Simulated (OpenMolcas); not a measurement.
**[Se2]−: a first try and a second**

Aim: a single-point energy of [Se2]− at UBMK/aug-pcseg-2 (RICD fitting, PCM chloroform).

The results are computed with OpenMolcas 26.06.

2 further runs of the same task are left out: 2 set aside as unsound or not needed.

## (1) The system as given

[Se2]−: 2 atoms, total charge -1, spin state doublet. Geometry: a GFN2-xTB relaxation, a rough one for these elements and not checked as a minimum.

Bond lengths: Se1–Se2 2.255 Å.

## (2) First attempt

The input, calc.inp:

```
&GATEWAY
BASLIB=$CurrDir
COORD
2
angstrom
Se      -0.714290       0.870930      -0.050150
Se       0.714290      -0.870930       0.050150
BASIS=aug-pcseg-2
GROUP=NoSym
RICD
ACD
RF-INPUT
PCM-Model
Solvent=chloroform
End of RF-Input
&SEWARD
&SCF
UHF
CHARGE=-1
SPIN=2
KSDFT=HYB_GGA_XC_HSE06
PRORBITALS=1 1
```

Started as:

```console
$ export MOLCAS_MEM=1860
$ pymolcas calc.inp > calc.log
```

Output:

```text
--- Start Module: gateway ---

                                              &GATEWAY

                       available to each process: 1.9 GB of memory, 1 thread

 Basis Set     1 Label: SE.AUG-PCSEG-2
 Basis set is read from library:.
 basistype.tbl is not found

++    Symmetry information:
      ---------------------

                    Character Table for C1

                             E
                    a        1  x, y, xy, Rz, z, xz, Ry, yz, Rx, I
--

++    Basis set information:
      ----------------------

      Basis set label: SE.AUG-PCSEG-2.........

      Electronic valence basis set:
      ------------------
      Associated Effective Charge  34.000000 au
      Associated Actual Charge     34.000000 au
      Nuclear Model: Point charge

      Shell  nPrim  nBasis  Cartesian Spherical Contaminant
         s      20       7        X
         p      16       6        X
         d      10       4                 X
         f       2       2                 X
--

++    Molecular structure info:
      -------------------------

                    ************************************************
                    **** Cartesian Coordinates / bohr, angstrom ****
                    ************************************************

     Center  Label                x              y              z                     x              y              z
        1      SE1             -1.349812       1.645819      -0.094770             -0.714290       0.870930      -0.050150
        2      SE2              1.349812      -1.645819       0.094770              0.714290      -0.870930       0.050150
--

            Nuclear Potential Energy            271.27793021 au

--- Stop Module: gateway /rc=_RC_ALL_IS_WELL_ ---

--- Start Module: seward ---

                                              &SEWARD

                       available to each process: 1.9 GB of memory, 1 thread

               SEWARD will generate:
                  Multipole Moment integrals up to order  2
                  Kinetic Energy integrals
                  Nuclear Attraction integrals (point charge)
                  One-Electron Hamiltonian integrals
                  Velocity integrals
                  Reaction Field integrals (PCM)
                  Orbital angular momentum around (  0.0000  -0.0000   0.0000 )
                  Velocity quadrupole around (  0.0000  -0.0000   0.0000 )
                  RI decomposed two-electron repulsion integrals stored Cholesky style
                   - aCD auxiliary basis
                   - CD Threshold:   1.00E-04

                   Integrals are discarded if absolute value <: 1.00E-14
                   Integral cutoff threshold is set to       <: 1.00E-16

            Nuclear Potential Energy            271.27793021 au

      Basis set specifications :
      Symmetry species         a
      Basis functions          118

--- Stop Module: seward /rc=_RC_ALL_IS_WELL_ ---
--- Module seward spent 3 seconds ---

--- Start Module: scf ---

                                                &SCF

                       available to each process: 1.9 GB of memory, 1 thread

 ###############################################################################
 ###    ERROR:  Find_Functional: Range separation is not supported!          ###
 ###############################################################################
          Functional=HYB_GGA_XC_HSE06
--- Stop Module: scf /rc=_RC_INPUT_ERROR_ ---

.####################.
.# User input error #.
.####################.

    Timing: Wall=4.33 User=3.96 System=0.36
```

Wall time 4.8 s (1 thread of Arm Neoverse V2, shared host).

## (3) Reading the log

The input was rejected.

The log says `ERROR:  Find_Functional: Range separation is not supported`. The fault: functional not served. To mend it: functional BMK in place of HSE06.

## (4) Second attempt

The input, calc.inp:

```
&GATEWAY
  BasLib=$CurrDir
  Coord
  2
  angstrom
  Se      -0.714290       0.870930      -0.050150
  Se       0.714290      -0.870930       0.050150
  Basis=aug-pcseg-2
  Group=NoSym
  RICD
  aCD
  RF-Input
  PCM-Model
  Solvent=chloroform
  End of RF-Input

&SEWARD

&SCF
  UHF
  Charge=-1
  Spin=2
  KSDFT=2
  1.0 HYB_MGGA_X_BMK
  1.0 GGA_C_BMK
  PrOrbitals=1 1
```

The basis set aug-pcseg-2 is read from a file made from the Basis Set Exchange's data (not shown).

Started as:

```console
$ export MOLCAS_MEM=1860
$ pymolcas calc.inp > calc.log
```

Output:

```text
--- Start Module: gateway ---
[...]
--- Stop Module: gateway /rc=_RC_ALL_IS_WELL_ ---
--- Start Module: seward ---
[...]
      Basis functions          118
--- Stop Module: seward /rc=_RC_ALL_IS_WELL_ ---
[...]
--- Start Module: scf ---
[...]
       Convergence after  17 Iterations
[...]
::    Total KS-DFT energy                           -4800.9425630874
[...]
      Total spin, S                                     0.5034246870
[...]
      Total electronic charge=   69.000000
      Total            charge=   -1.000000
[...]
      Dipole Moment (debye):
      Origin of the operator (angstrom)=    0.0000   -0.0000    0.0000
                   X= -8.6567E-06               Y= -2.3765E-05               Z= -5.6166E-05           Total=  6.1599E-05
      Center of Charge (angstrom)
[...]
--- Stop Module: scf /rc=_RC_ALL_IS_WELL_ ---
[...]
```

It took 28 s on 1 thread of Arm Neoverse V2, shared host.

## (5) Outcome

Level: UBMK/aug-pcseg-2 (RICD fitting, PCM chloroform).

| quantity | value |
| --- | --- |
| total energy | -4800.94256 Eh |
| HOMO energy (highest over α and β) | -4.24 eV |
| LUMO energy (lowest over α and β) | -1.19 eV |
| ⟨S²⟩ | 0.757 |

In words: This program's gradients are faulty for this kind of reference, so any forces in the log can't be trusted; the energy can.
